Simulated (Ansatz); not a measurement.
**AlClH2O2: molecular dynamics**

Aim: follow the molecule's vibrations and see whether its bonds hold. The start is relaxed first. Runs: 500 steps of 0.5 fs under a Langevin thermostat at 400 K.

Program: Ansatz 0.2.0. Level of theory: RKS PBE0-D4/STO-3G. These are calculated values, not measurements.

### Step 1. The structure to begin with

Bond lengths: Al1–O2 1.780 Å, O2–H3 1.010 Å, Al1–O4 1.780 Å, O4–H5 1.010 Å, Al1–Cl6 2.230 Å. Angles: Al1–O2–H3 109.5°, O2–Al1–O4 120.0°, O2–Al1–Cl6 120.0°, O4–Al1–Cl6 120.0°, Al1–O4–H5 109.5°.

Coordinates:

```xyz
6

Al    0.0000    0.0000    0.0000
O     0.0000    0.0000    1.7800
H    -0.9095   -0.2814    2.1171
O     1.5415    0.0000   -0.8900
H     1.8414   -0.9519   -1.0449
Cl   -1.9312    0.0000   -1.1150
```

### Step 2. Relaxing the start

Input file input.yaml:

```yaml
crystal:
  periodic: [false, false, false]
  atoms:
    - { symbol: Al, position_ang: [0.0, 0.0, 0.0] }
    - { symbol: O, position_ang: [0.0, 0.0, 1.78] }
    - { symbol: H, position_ang: [-0.9095, -0.2814, 2.1171] }
    - { symbol: O, position_ang: [1.5415, 0.0, -0.89] }
    - { symbol: H, position_ang: [1.8414, -0.9519, -1.0449] }
    - { symbol: Cl, position_ang: [-1.9312, 0.0, -1.115] }
basis:
  gaussian: { orbitals: STO-3G }
hamiltonian:
  xc: pbe0
  dispersion: d4
relax:
  f_tol: 0.02
  max_steps: 40
output:
  orbitals: {}
```

Command:

```
$ ansatz run input.yaml --threads 1 --pin off --max-ram 2048MiB --backend cpu --events-out ev --progress --plain --runs-dir out
```

The runs that follow: Dynamics.

Q: Predict the outcome of this session. Wanted: relaxation of the start; temperature, first and last step; temperature, second half; potential energy, second half; bonds formed or broken.

The runs gave:

| quantity | value |
| --- | --- |
| relaxation of the start | 8 moves, 0.755 eV lower |
| length | 500 steps of 0.5 fs |
| temperature, first and last step | 333 and 399 K |
| temperature, second half | mean 297 K, from 143 to 448 K |
| potential energy, second half | +27 meV/atom from the start |
| bonds formed or broken | 0 |

Against a set 400 K the second half averages 297 K with a spread of 69 K; 27 meV/atom has gone into potential energy, and a thermostat that acts over some 1000 fs has not made it up in 250 fs. The bonds all hold. 250 fs on 6 atoms is far too short and small for converged averages. The nuclei move classically, without zero-point motion, which matters most for hydrogen. In so small a basis the energies are only a sketch.
